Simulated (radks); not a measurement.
**Nb in [Kr] 4d2 5s1 4f2: an all-electron calculation**

Aim: the levels, the sizes of the orbitals and the parts of the energy of neutral niobium.

Program: radks (a radial shooting solver on a logarithmic mesh, Libxc functionals) version 1. Level of theory: scalar-relativistic Kohn-Sham, PBE, spin-polarised, spherical densities, finite nucleus; open shells are filled with parallel spins first. These are calculated values, not measurements, unless marked.

**1. The system**

- element: niobium (Z = 41)
- charge: 0
- electrons: 41
- configuration: [Kr] 4d2 5s1 4f2
- nuclear rms radius: 4.324 fm

The outer shells:

Nb
```
[Kr] core
4d [↑ ][↑ ][  ][  ][  ]
5s [↑ ]
4f [↑ ][↑ ][  ][  ][  ][  ][  ]
```

**2. The run**

Settings of this run:

```text
Z 41
configuration [Kr] 4d2 5s1 4f2
relativity scalar-relativistic
functional pbe,pbe
spin polarised
nucleus finite rms 4.324 fm
c 137.035999084
```

Run with:

```sh
> python run_ks.py task.json out
```

The same process makes all the runs of this session.

**Question.** What will this run give?

As calculated:

```
                        quantity                   value
                    total energy     -3818.95369 hartree
exchange-correlation share of it                  3.09 %
                            −T/E                  1.0296
          highest occupied level        4f up, -0.653 eV
    most extended occupied level  4f up, <r> = 9.78 bohr
 radius at density 0.001 e/bohr³               4.31 bohr
    maxima of the radial density                       4
```

What this shows: 5 principal shells are occupied and 4 maxima appear in the radial density; where shells overlap, one shows as a shoulder or not at all. Relativity lifts −T/E to 1.030. This is not the tabulated ground configuration, so its levels and sizes aren't those of the ground state, and no measured value stands beside it.
